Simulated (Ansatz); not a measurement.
# C₂H₇BFN: a ladder of functionals and wavefunction methods

How much do the methods differ for C₂H₇BFN? The plan is to run it at one geometry with functionals of several rungs and with coupled cluster. The yardstick is the atomisation energy at the CCSD(T) limit.

Computed with Ansatz 0.2.0, Gaussian basis. Level: functionals in def2-TZVPP, the program's frozen cores in correlated methods.

Plan: PBE-D4, r2SCAN-D4, PBE0-D4, B3LYP-D4, ωB97X-V, ωB97M-V, B2PLYP; CCSD(T)/def2-TZVPP; MP2/def2-QZVPP; extrapolation to the limit.

**1. Structure used throughout**

All runs share one geometry, relaxed beforehand with PBE0-D4 in a triple-zeta def2 set.

12 atoms, charge 0, spin multiplicity 1.

Atoms are counted from 1 here; the program's logs count them from 0.

Bond lengths: C1–B2 1.584 Å, C1–H6 1.095 Å, C1–H7 1.094 Å, C1–H8 1.096 Å, B2–C3 1.556 Å, B2–N4 1.656 Å, B2–H9 1.200 Å, C3–N4 1.490 Å, C3–F5 1.365 Å, C3–H10 1.089 Å, N4–H11 1.010 Å, N4–H12 1.010 Å. Angles: B2–C1–H6 109.9°, B2–C1–H7 112.3°, B2–C1–H8 113.6°, H6–C1–H7 106.6°, H6–C1–H8 106.6°, H7–C1–H8 107.5°, C1–B2–C3 120.3°, C1–B2–N4 115.2°, C1–B2–H9 121.5°, C3–B2–N4 55.2°, C3–B2–H9 116.0°, N4–B2–H9 108.6°, B2–C3–N4 65.8°, B2–C3–F5 123.8°, B2–C3–H10 124.0°, N4–C3–F5 110.6°, N4–C3–H10 111.5°, F5–C3–H10 109.7° and more.

**2. PBE-D4 (GGA)**

Input file in.yaml:

```yaml
crystal:
  periodic: [false, false, false]
  atoms:
    - {symbol: C, position_ang: [-1.449749, -0.475588, 0.501673]}
    - {symbol: B, position_ang: [0.093406, -0.141986, 0.624080]}
    - {symbol: C, position_ang: [0.714537, 1.017812, -0.206964]}
    - {symbol: N, position_ang: [0.970874, -0.339118, -0.765842]}
    - {symbol: F, position_ang: [1.889301, 1.635118, 0.112058]}
    - {symbol: H, position_ang: [-1.997074, -0.013559, 1.329383]}
    - {symbol: H, position_ang: [-1.647305, -1.550398, 0.557939]}
    - {symbol: H, position_ang: [-1.907876, -0.103890, -0.422523]}
    - {symbol: H, position_ang: [0.747824, -0.535122, 1.549825]}
    - {symbol: H, position_ang: [0.152392, 1.637449, -0.903451]}
    - {symbol: H, position_ang: [1.931158, -0.635822, -0.669768]}
    - {symbol: H, position_ang: [0.579611, -0.550296, -1.672413]}
basis:
  gaussian: {orbitals: def2-TZVPP}
hamiltonian: {xc: pbe, dispersion: d4}
output: {forces: true, orbitals: {seedname: orbitals}}
```

Run with:

```sh
ansatz run in.yaml --threads 4 --pin off --events-out ev --progress --plain --max-ram 10444MiB
```

Further steps of the session: r2SCAN-D4 (meta-GGA); PBE0-D4 (hybrid); B3LYP-D4 (hybrid); ωB97X-V (range-separated); ωB97M-V (range-separated); B2PLYP (double hybrid); CCSD(T) in def2-TZVPP; MP2 in def2-QZVPP.

**Question.** What will the summary of the whole plan be? Wanted: atomisation energy, CCSD(T)/CBS; farthest; mean size of error, hybrid; mean size of error, range-separated; gap, smallest and largest; T1 diagnostic; triples share of the correlation energy.

**Answer**, as computed:

| quantity | value |
| --- | --- |
| atomisation energy, CCSD(T)/CBS | 46.530 eV |
| functionals within 0.233 eV (0.5 %) | none; nearest B2PLYP (-0.262 eV) |
| farthest | PBE-D4 (+1.382 eV) |
| mean size of error, hybrid | 0.384 eV |
| mean size of error, range-separated | 0.364 eV |
| gap, smallest and largest | 5.87 eV (PBE-D4), 12.44 eV (ωB97X-V) |
| T1 diagnostic | 0.0105 |
| triples share of the correlation energy | 3.6 % |

**Reading.** PBE-D4 is off by +1.382 eV. Double hybrids carry the basis error of their MP2 part in triple zeta, and no dispersion term here, so their miss is partly the set-up's. The reference freezes the cores and leaves out relativity and excitations past (T), so misses under about 0.233 eV can't be ranked. Hartree-Fock recovers 73 % of the binding; the rest is correlation. The gap grows from 5.9 to 12.4 eV across the functionals, mostly with the share of exact exchange.
